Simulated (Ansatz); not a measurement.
# SiHCl3 (trichlorosilane) at 5 levels

Aim: a comparison of 5 runs (SVWN5/STO-3G, RPA@PBE/STO-3G, UMP2/STO-3G, CCSD/STO-3G, UCCSD(T)/STO-3G) of SiHCl3 (trichlorosilane). 

The calculation is run with Ansatz 0.2.0.

56 further runs of the same task are left out: 10 that didn't finish, 46 set aside as unsound or not needed.

## Step 1: The system as given

The species is SiHCl3 (5 atoms), meant as a singlet with charge 0. As SMILES, `Cl[SiH](Cl)Cl`. The Cl4–Si2 distance was set to 2.537 Å, away from the relaxed value.

Bond lengths: Cl1–Si2 2.030 Å, Si2–Cl3 2.030 Å, Si2–Cl4 2.537 Å, Si2–H5 1.469 Å. Angles: Cl1–Si2–Cl3 109.5°, Cl1–Si2–Cl4 109.5°, Cl3–Si2–Cl4 109.5°, Cl1–Si2–H5 109.5°, Cl3–Si2–H5 109.4°, Cl4–Si2–H5 109.4°.

## Step 2: The energy at SVWN5/STO-3G (run 1)

Input file in.yaml:

```yaml
crystal:
  periodic: [false, false, false]
  atoms:
    - {symbol: Cl, position_ang: [1.789612, -0.281968, 1.296794]}
    - {symbol: Si, position_ang: [0.017382, 0.276772, 0.480354]}
    - {symbol: Cl, position_ang: [0.116382, 2.223162, -0.086376]}
    - {symbol: Cl, position_ang: [-0.476020, -1.170520, -1.544190]}
    - {symbol: H, position_ang: [-1.052628, 0.110402, 1.473064]}
basis:
  gaussian: {orbitals: STO-3G}
hamiltonian: {xc: {name: SVWN5}}
accuracy: high
```

The run is started by

```sh
$ ansatz run in.yaml --threads 1 --pin off --max-ram 3480MiB --events-out events.jsonl --progress --plain --runs-dir runs
```

The log of the run:

```text
Warning: RAYON_NUM_THREADS=1 ignored (pool sized by the plan → 1); use --threads N
Functional definition: SVWN5
  name "SVWN5"
  exchange = slater_x
  correlation = vwn5_c
700 factors; integrals over basis functions are off by at most 1.7e-8 eV
mean field evaluation 1: about -44800.8702 eV, gradient 3.6e1 eV
mean field evaluation 2: about -44779.4261 eV, gradient 7.6e1 eV
mean field evaluation 4: about -44806.5698 eV, gradient 9.1e0 eV
mean field evaluation 8: about -44807.1134 eV, gradient 5.6e-2 eV
mean field evaluation 16: about -44807.1135 eV, gradient 2.4e-6 eV
mean field -44807.11346498 eV, -1646.6310484859 hartree, gradient 6.6e-9 eV, S^2 0.000000; 0 other end points of the search recorded, 0 dependent functions left out
reference -44807.11346688 eV, -1646.6310485556 hartree; 33, 33 occupied and 4, 4 virtual orbitals, 700 factors
Total energy: -44807.11346688 eV, -1646.6310485556 hartree
```

It took 1.3 s on 1 thread of Arm Neoverse V2, shared host; peak memory 0.11 GiB.

## Step 3: The energy at RPA@PBE/STO-3G (run 2)

Input file molecule.yaml:

```yaml
crystal:
  periodic: [false, false, false]
  atoms:
    - {symbol: Cl, position_ang: [1.789612, -0.281968, 1.296794]}
    - {symbol: Si, position_ang: [0.017382, 0.276772, 0.480354]}
    - {symbol: Cl, position_ang: [0.116382, 2.223162, -0.086376]}
    - {symbol: Cl, position_ang: [-0.476020, -1.170520, -1.544190]}
    - {symbol: H, position_ang: [-1.052628, 0.110402, 1.473064]}
basis:
  gaussian:
    orbitals: STO-3G
accuracy: high
hamiltonian:
  xc: {name: PBE}
correlation:
  method: rpa
  frozen_orbitals: {Cl: 5, H: 0, Si: 5}
```

The run is started by

```sh
$ ansatz run molecule.yaml --threads 1 --pin off --max-ram 3480MiB --events-out events.jsonl --progress --plain --runs-dir runs
```

The log of the run, shortened:

```text
Warning: RAYON_NUM_THREADS=1 ignored (pool sized by the plan → 1); use --threads N
Functional definition: PBE
  name "PBE"
[...]
700 factors; integrals over basis functions are off by at most 1.7e-8 eV
[...]
mean field -44943.09362265 eV, -1651.6282271093 hartree, gradient 9.7e-9 eV, S^2 0.000000; 1 other end points of the search recorded, 0 dependent functions left out
20 core orbitals not correlated: weight in the atoms' cores, before any rotation towards them, 0.999 or more for the frozen orbitals, at most 0.000 for the correlated occupied ones
reference -44898.73612953 eV, -1649.9981193036 hartree; 13, 13 occupied and 4, 4 virtual orbitals, 700 factors
Total energy: -44902.57800734 eV, -1650.1393057094 hartree
```

It took 3.6 s on 1 thread of Arm Neoverse V2, shared host; peak memory 0.13 GiB.

Run 3 isn't shown in full; the table further down has it.

## Step 4: A single-point energy at CCSD/STO-3G (run 4)

Input file job.yaml:

```yaml
crystal:
  periodic: [false, false, false]
  atoms:
    - symbol: Cl
      position_ang: [1.789612, -0.281968, 1.296794]
    - symbol: Si
      position_ang: [0.017382, 0.276772, 0.480354]
    - symbol: Cl
      position_ang: [0.116382, 2.223162, -0.086376]
    - symbol: Cl
      position_ang: [-0.476020, -1.170520, -1.544190]
    - symbol: H
      position_ang: [-1.052628, 0.110402, 1.473064]
basis:
  gaussian:
    orbitals: STO-3G
correlation:
  method: ccsd
  frozen_orbitals: {Cl: 5, H: 0, Si: 5}
accuracy: high
scf:
  omitted_lower_state_checks: [cluster_reference, increment]
```

The run is started by

```sh
$ ansatz run job.yaml --threads 1 --pin off --max-ram 3480MiB --events-out events.jsonl --progress --plain --runs-dir runs
```

The log of the run, shortened:

```text
Warning: RAYON_NUM_THREADS=1 ignored (pool sized by the plan → 1); use --threads N
Functional definition: HF
  name "HF"
[...]
700 factors; integrals over basis functions are off by at most 1.7e-8 eV
[...]
mean field -44899.34861181 eV, -1650.0206276124 hartree, gradient 7.4e-9 eV, S^2 0.000000; 0 other end points of the search recorded, 0 dependent functions left out
20 core orbitals not correlated: weight in the atoms' cores, before any rotation towards them, 1.000 or more for the frozen orbitals, at most 0.000 for the correlated occupied ones
reference -44899.34861181 eV, -1650.0206276124 hartree; 13, 13 occupied and 4, 4 virtual orbitals, 700 factors
second order -1.54107766 eV of doubles, -0.00000000 eV of singles
cycle   1  -1.85508477 eV  change   -3.1e-1 eV  update   6.9e-2
[...]
cycle  20  -2.07139341 eV  change   -1.5e-9 eV  update   2.2e-9
Total energy: -44901.42000521 eV, -1650.0967499160 hartree
Checks for a lower state left out: cluster_reference, increment
```

Run time: 0.5 s. Hardware: 1 thread of Arm Neoverse V2, shared host; peak memory 0.092 GiB.

## Step 5: The energy at UCCSD(T)/STO-3G (run 5)

in.yaml: that of step 2 with these lines changed.

```diff
@@ -9,4 +9,11 @@
 basis:
-  gaussian: {orbitals: STO-3G}
-hamiltonian: {xc: {name: SVWN5}}
+  gaussian:
+    orbitals: STO-3G
+magnetization:
+  spin_polarized: true
+correlation:
+  method: ccsd_t
+  frozen_orbitals: {Cl: 5, H: 0, Si: 5}
 accuracy: high
+scf:
+  omitted_lower_state_checks: [cluster_reference, increment]
```

The run is started by

```sh
$ ansatz run in.yaml --threads 1 --pin off --max-ram 3480MiB --events-out events.jsonl --progress --plain --runs-dir runs
```

The log of the run, shortened:

```text
Warning: RAYON_NUM_THREADS=1 ignored (pool sized by the plan → 1); use --threads N
Functional definition: HF
  name "HF"
[...]
700 factors; integrals over basis functions are off by at most 1.7e-8 eV
[...]
mean field -44899.34861181 eV, -1650.0206276124 hartree, gradient 5.0e-9 eV, S^2 0.000000; 2 other end points of the search recorded, 0 dependent functions left out
20 core orbitals not correlated: weight in the atoms' cores, before any rotation towards them, 1.000 or more for the frozen orbitals, at most 0.000 for the correlated occupied ones
reference -44899.34861181 eV, -1650.0206276124 hartree; 13, 13 occupied and 4, 4 virtual orbitals, 700 factors
second order -1.54107766 eV of doubles, -0.00000000 eV of singles
cycle   1  -1.85508476 eV  change   -3.1e-1 eV  update   6.9e-2
[...]
cycle  20  -2.07139341 eV  change  -2.1e-10 eV  update   2.2e-9
perturbative correction -0.05180523 eV, -0.0019038069 hartree
Total energy: -44901.47181044 eV, -1650.0986537229 hartree
Checks for a lower state left out: cluster_reference, increment
```

It took 0.9 s on 1 thread of Arm Neoverse V2, shared host; peak memory 0.12 GiB.

## Step 6: The series

```csv
run,level,frozen core orbitals,energy (Eh),wall time
1,SVWN5/STO-3G,–,-1646.631049,1.3 s
2,RPA@PBE/STO-3G,20,-1650.139306,3.6 s
3,UMP2/STO-3G,20,-1650.077261,0.62 s
4,CCSD/STO-3G,20,-1650.096750,0.5 s
5,UCCSD(T)/STO-3G,20,-1650.098654,0.9 s
```

## Step 7: Summary of results

| quantity | value |
| --- | --- |
| run 5: total energy | -1650.09865 Eh |
| run 5: correlation energy (20 core orbitals frozen) | -78.0 mEh |
| run 5: (T) correction | -1.90 mEh |
| run 5: T1 diagnostic | 0.009 |

What this shows: In runs 1, 2, 3, 4, 5 the basis is minimal, so the values are rough. All runs together took 6.9 s, the longest 3.6 s.
